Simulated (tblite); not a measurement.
# C3H8NOPSi: the cost of one run

Programs: PySCF 2.14.0 with density-fitted response routines of our own, and tblite 0.8.0. All values are computed, except where a source is named. Atoms count from 0 throughout.

### 1 The molecule as given

15 atoms, charge 0, multiplicity 1; geometry from: force field or distance geometry start.

Bonds of the start (Å): C0–C1 1.51, C0–H7 1.10, C0–H8 1.10, C0–H9 1.09, C1–C2 1.47, C1–H10 1.11, C1–O4 1.43, C2–N3 1.17, O4–Si5 1.65, P6–H13 1.41, P6–H14 1.41, Si5–H11 1.48, Si5–H12 1.49, Si5–P6 2.21.

### 2 GFN2-xTB relaxation, start minimum

Job settings and geometry (Å):

```
{"job": {"xc": "GFN2-xTB", "basis": "xTB", "kind": "relax"}, "charge": 0, "multiplicity": 1}
C     -2.093800    -0.117400    -0.476000
C     -1.019400     0.342100     0.487200
C     -1.048300     1.806700     0.646000
N     -1.096800     2.970900     0.767000
O      0.235900    -0.115800    -0.032200
Si     1.517500    -0.345000     0.987300
P      3.207400    -1.095700    -0.218000
H     -3.092100     0.188100    -0.126400
H     -2.079000    -1.207200    -0.588400
H     -1.946700     0.309200    -1.468900
H     -1.218600    -0.141500     1.464300
H      1.127500    -1.346000     2.012200
H      1.866100     0.937900     1.649700
H      2.487500    -2.070200    -0.946600
H      3.148300    -0.108000    -1.227700
```

On the command line:

```console
> OMP_NUM_THREADS=1 python ens_run.py task.json out
```

The driver reads the study from task.json and runs its stages one after another.

**Question.** How long does this first job take on 1 thread of Arm Neoverse N1, shared host?

About 3 s.
